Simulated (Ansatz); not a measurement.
# AlAsH6O: the cost of one run

Program: Ansatz 0.2.0, Gaussian basis. Level of theory: PBE0-D4, def2-SVP first, then def2-TZVP. These are calculated values, not measurements.

152 further runs of the same task are left out: 152 set aside as unsound or not needed.

## (1) Starting geometry

The guess: 9 atoms, charge 0, spin multiplicity 1.

Atoms are counted from 1 here; the program's logs count them from 0.

Bond lengths: Al1–O2 1.804 Å, Al1–H3 1.560 Å, Al1–H4 1.567 Å, Al1–H5 1.775 Å, Al1–As6 2.558 Å, O2–H5 1.136 Å, O2–H7 0.963 Å, As6–H8 1.518 Å, As6–H9 1.539 Å. Angles: O2–Al1–H3 108.7°, O2–Al1–H4 107.4°, O2–Al1–H5 37.0°, O2–Al1–As6 92.2°, H3–Al1–H4 118.0°, H3–Al1–H5 120.9°, H3–Al1–As6 116.7°, H4–Al1–H5 118.4°, H4–Al1–As6 110.3°, H5–Al1–As6 55.2°, Al1–O2–H5 70.2°, Al1–O2–H7 171.0°, H5–O2–H7 118.8°, Al1–H5–O2 72.8°, Al1–As6–H8 79.6°, Al1–As6–H9 101.8°, H8–As6–H9 88.8°.

Coordinates:

```tsv
atom	x (Å)	y (Å)	z (Å)
Al1	-0.7416	-0.7435	0.2910
O2	-0.9858	0.9134	-0.3782
H3	-1.6383	-1.7420	-0.5045
H4	-0.9344	-0.6563	1.8438
H5	0.0920	0.5898	-0.5333
As6	1.7479	-0.7185	-0.2948
H7	-1.2545	1.7889	-0.6750
H8	1.7904	-0.1354	1.1066
H9	1.9244	0.7035	-0.8555
```

Distances that are to change: Al1–As6 2.56 Å, O2–H5 1.14 Å, Al1–O2 1.80 Å, H5–As6 2.12 Å.

## (2) Relaxing the guess with the reacting distances held

Input file hold/in.yaml:

```yaml
crystal:
  periodic: [false, false, false]
  atoms:
    - {symbol: Al, position_ang: [-0.741600, -0.743500, 0.291000]}
    - {symbol: O, position_ang: [-0.985800, 0.913400, -0.378200]}
    - {symbol: H, position_ang: [-1.638300, -1.742000, -0.504500]}
    - {symbol: H, position_ang: [-0.934400, -0.656300, 1.843800]}
    - {symbol: H, position_ang: [0.092000, 0.589800, -0.533300]}
    - {symbol: As, position_ang: [1.747900, -0.718500, -0.294800]}
    - {symbol: H, position_ang: [-1.254500, 1.788900, -0.675000]}
    - {symbol: H, position_ang: [1.790400, -0.135400, 1.106600]}
    - {symbol: H, position_ang: [1.924400, 0.703500, -0.855500]}
basis:
  gaussian: {orbitals: def2-SVP}
hamiltonian: {xc: pbe0, dispersion: d4}
relax: {f_tol: 0.04, max_steps: 150, escape_saddle: false, constraints: [{distance: [0, 5]}, {distance: [1, 4]}, {distance: [0, 1]}, {distance: [4, 5]}]}
```

Run with:

```bash
$ ansatz run in.yaml --threads 4 --pin off --events-out ev --progress --plain --max-ram 9574MiB
```

**Question.** How long does this run take on 4 threads of Arm Neoverse V2, shared host?

About 16 s.
